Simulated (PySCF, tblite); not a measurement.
# C₂H₇GeN₃Si: geometry, infrared bands and NMR shifts

Aim: predict the infrared bands and NMR shifts of C₂H₇GeN₃Si (`[SiH3]c1c[n]([GeH3])nn1`).

Programs: tblite 0.8.0 and PySCF 2.14.0, with density-fitted response routines of our own. Each step states its level of theory. These are calculated values for one molecule in the gas phase, unless marked as measured. Atoms count from 0, in the outputs and in this text.

### 1 Starting geometry

14 atoms, charge 0, multiplicity 1; geometry from: force field or distance geometry start.

Bonds of the start (Å): Si0–C1 1.87, C1–C2 1.38, C2–N3 1.36, N3–Ge4 1.86, N3–N5 1.32, N5–N6 1.32, N6–C1 1.35, Si0–H7 1.48, Si0–H8 1.48, Si0–H9 1.45, C2–H10 1.08, Ge4–H11 1.56, Ge4–H12 1.57, Ge4–H13 1.52.

### 2 Geometry optimisation with GFN2-xTB

What the job is given:

```
{"job": {"kind": "relax", "xc": "GFN2-xTB", "basis": "xTB"}, "charge": 0, "multiplicity": 1}
Si     2.856400     0.233900     0.678800
C      1.129900    -0.347300     0.259400
C     -0.036600     0.363000     0.486500
N     -1.041800    -0.434300     0.029900
Ge    -2.830600     0.059000     0.111000
N     -0.520700    -1.562800    -0.413400
N      0.790800    -1.536800    -0.290100
H      3.093000     1.560400     0.060200
H      3.824300    -0.696900     0.067200
H      3.008900     0.341300     2.119800
H     -0.144900     1.349700     0.908500
H     -3.641300    -0.812000    -0.905400
H     -3.031900     1.546500    -0.348500
H     -3.456100    -0.064200     1.494000
```

Run with:

```sh
OMP_NUM_THREADS=1 python probes_run.py task.json out
```

The driver reads the jobs from task.json and runs them one after another.

**Question.** This job is followed by: GFN2-xTB harmonic vibrations, gas phase; GIAO PBE0/pcSseg-1 NMR shielding, non-relativistic, gas phase. Predict these results of the whole session: strongest single infrared mode (GFN2-xTB); zero-point energy (GFN2-xTB); 13C shifts against TMS (PBE0/pcSseg-1); 1H shifts against TMS (PBE0/pcSseg-1, means over atoms taken as alike); 29Si shifts against TMS (PBE0/pcSseg-1); 15N shifts against NH3 (PBE0/pcSseg-1); 73Ge shifts against GeMe4 (PBE0/pcSseg-1).

**Answer**, as computed:

| quantity | value |
| --- | --- |
| strongest single infrared mode (GFN2-xTB) | 732 cm⁻¹, 450 km/mol |
| zero-point energy (GFN2-xTB) | 51.8 kcal/mol |
| 13C shifts against TMS (PBE0/pcSseg-1) | 140.9, 138.7 ppm |
| 1H shifts against TMS (PBE0/pcSseg-1, means over atoms taken as alike) | 7.93, 5.26, 4.66 ppm |
| 29Si shifts against TMS (PBE0/pcSseg-1) | -84.5 ppm |
| 15N shifts against NH3 (PBE0/pcSseg-1) | 421.7, 410.3, 260.9 ppm |
| 73Ge shifts against GeMe4 (PBE0/pcSseg-1) | -150 ppm |

Over 52 steps the energy fell by 0.322 eV; of the close pairs, Ge4–H11 changed most, 1.565 to 1.481 Å. No mode is imaginary among the 36: a minimum at this level. The strongest single mode, at 732 cm⁻¹, is spread over several atoms, H11, H12, H13 among them. GFN2-xTB is a fitted tight-binding method: band positions and strengths are rough. Its intensities can rank the bands wrongly. At PBE0/pcSseg-1: Shielding is most anisotropic at N6 (span 567 ppm, paramagnetic term -469 ppm). NICS(1)zz of -35 ppm above the planar ring from C1 marks a diatropic (aromatic) ring current. Spin-orbit coupling is left out, which matters for shieldings and couplings at and beside the heavy atoms.
